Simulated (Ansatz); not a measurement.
# GaAsH2 (triplet): from Hartree-Fock to the top rungs, cc-pVTZ

The task here is to estimate one member of a computed series from the others.

Program: Ansatz 0.2.0, Gaussian basis. Level of theory: cc-pVTZ, core rule «outside noble gas», up to 28 orbitals frozen. These are calculated values, not measurements.

To be run: UHF; CCSD(T) on ROHF; CCSD(T) on UHF; BCCD(T) on ROHF; CCSDT(Q) on ROHF; CCSDT(Q) on UHF.

14 further runs of the same task are left out: 8 for a known fault of the program, 6 set aside as unsound or not needed.

## The system

The geometry is a PBE0/def2-TZVP stationary point (not a proven minimum). No spin-orbit coupling is included. The filled d shell of Ga, As may be among the frozen orbitals whatever the setting's name suggests; the logs give the count.

4 atoms, charge 0, spin multiplicity 3.

Atoms are counted from 1 here; the program's logs count them from 0.

Bond lengths: Ga1–As2 2.421 Å, Ga1–H3 1.572 Å, Ga1–H4 1.572 Å. Angles: As2–Ga1–H3 119.9°, As2–Ga1–H4 119.9°, H3–Ga1–H4 120.3°.

The first run:

Input file in.yaml:

```yaml
crystal:
  periodic: [false, false, false]
  atoms:
    - {symbol: Ga, position_ang: [0.000000, 0.000000, 1.226035]}
    - {symbol: As, position_ang: [0.000000, 0.000000, -1.195022]}
    - {symbol: H, position_ang: [0.000000, 1.363635, 2.009104]}
    - {symbol: H, position_ang: [0.000000, -1.363635, 2.009104]}
basis:
  gaussian: {orbitals: cc-pVTZ}
magnetization: {spin_polarized: true, initial_magnetization: 2}
hamiltonian: {xc: hf}
output: {orbitals: {seedname: orbitals}}
```

Run with:

```sh
$ ansatz run in.yaml --threads 1 --pin off --events-out ev --progress --plain --max-ram 4096MiB --backend cpu
```

Steps of the session up to this table: UHF; CCSD(T) on ROHF; CCSD(T) on UHF; BCCD(T) on ROHF; CCSDT(Q) on ROHF; CCSDT(Q) on UHF.

One of the session's tables, all rows but one given; the rest of the session is left out.

```
   method  from UCCSDT(Q) (kJ/mol)
     ROHF                   +552.3
      UHF                   +538.2
     RMP2                   +105.9
     UMP2                   +108.2
    RCCSD                    +22.3
    UCCSD                    +21.0
 RCCSD(T)                     +4.6
 UCCSD(T)                     +3.8
  BCCD(T)                        ?
   RCCSDT                     +1.5
   UCCSDT                     +0.7
RCCSDT(Q)                     +0.9
UCCSDT(Q)                        0
```

Q: Estimate the row for BCCD(T) from the others.

As computed: from UCCSDT(Q) (kJ/mol): +4.5. In the column «from UCCSDT(Q) (kJ/mol)» it lies between UCCSD(T) (+3.8) and RCCSD(T) (+4.6).

With the free atoms at the same levels and basis (separate runs), the atomisation energy is 6.923 eV at UCCSDT(Q), 6.925 eV at RCCSD(T), 6.910 eV at UCCSD(T), 5.044 eV at ROHF.

Caveats from the session: Restricted and unrestricted rows rest on different reference determinants; where their highest levels disagree by more than a few hundredths of an eV, they describe different states and don't form one ladder.
